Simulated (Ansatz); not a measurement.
# CdHgS2: a single-point run

Wanted: a converged single-point run for CdHgS2, and a check of what comes out. The structure is shown as the input types it. The cell is built on a prototype (ordering on zincblende) and needn't be the phase found in nature.

Program: Ansatz 0.2.0. Level of theory: density functional or hybrid calculation with the settings of its input, plane waves (as first typed). These are calculated values, not measurements.

5 further runs of the same task are left out: 1 for a known fault of the program, 4 that didn't finish.

## (1) The starting structure

It takes space group P-4m2 (No. 115, tetragonal). Conventional cell: a = 4.181 Å, b = 4.181 Å, c = 5.884 Å, α = 90.00°, β = 90.00°, γ = 90.00°. Cd (site symmetry -4m2) is surrounded by 4 S at 2.54 Å. S (site symmetry 2mm) is surrounded by 2 Cd at 2.54 Å and 2 Hg at 2.57 Å. Hg (site symmetry -4m2) has 4 S at 2.57 Å as nearest neighbours.

As a file:

```
CELL_PARAMETERS angstrom
4.18085 0.00000 0.00000
0.00000 4.18085 0.00000
0.00000 0.00000 5.88430
ATOMIC_POSITIONS crystal
Cd 0.00000 0.00000 0.00000
S 0.00000 0.50000 0.24656
Hg 0.50000 0.50000 0.50000
S 0.50000 0.00000 0.75344
```

## (2) Input and run

Contents of input.yaml:

```yaml
crystal:
  lattice:
    - [4.1808544799, 0.0, 0.0]
    - [0.0, 4.1808544799, 0.0]
    - [0.0, 0.0, 5.8842973378]
  atoms:
    - { symbol: Cd, position: [0.0, 0.0, 0.0] }
    - { symbol: S, position: [0.0, 0.5, 0.2465594816] }
    - { symbol: Hg, position: [0.5, 0.5, 0.5] }
    - { symbol: S, position: [0.5, 0.0, 0.7534405184] }
kpoints:
  mp_grid: { grid: [4, 4, 4] }
hamiltonian:
  xc: pbesol
scf:
  occupations: { method: fixed }
  n_extra_bands: 5
  max_iter: 58
output:
  forces: true
  stress: true
  eigenvalues: true
basis:
  ecutwfc: 120
```

Started as:

```console
> ansatz run input.yaml --threads 4 --pin off --max-ram 3686MiB --backend cpu --events-out ev --progress --plain --runs-dir out
```

Q: Will this input give a usable result? If not, why, and what should change?

The program finished normally, with warnings (cutoff below recommended, metallic iterate, unresolved pair at count). Its log warns: «basis.ecutwfc = 120 eV is below the records' recommended 420 eV ...»

The suspect setting: basis.ecutwfc is 120. The cutoff lies far under what these potentials need. The potentials' recommended cutoff is 420 eV.

To check: delete basis.ecutwfc (the default then holds).
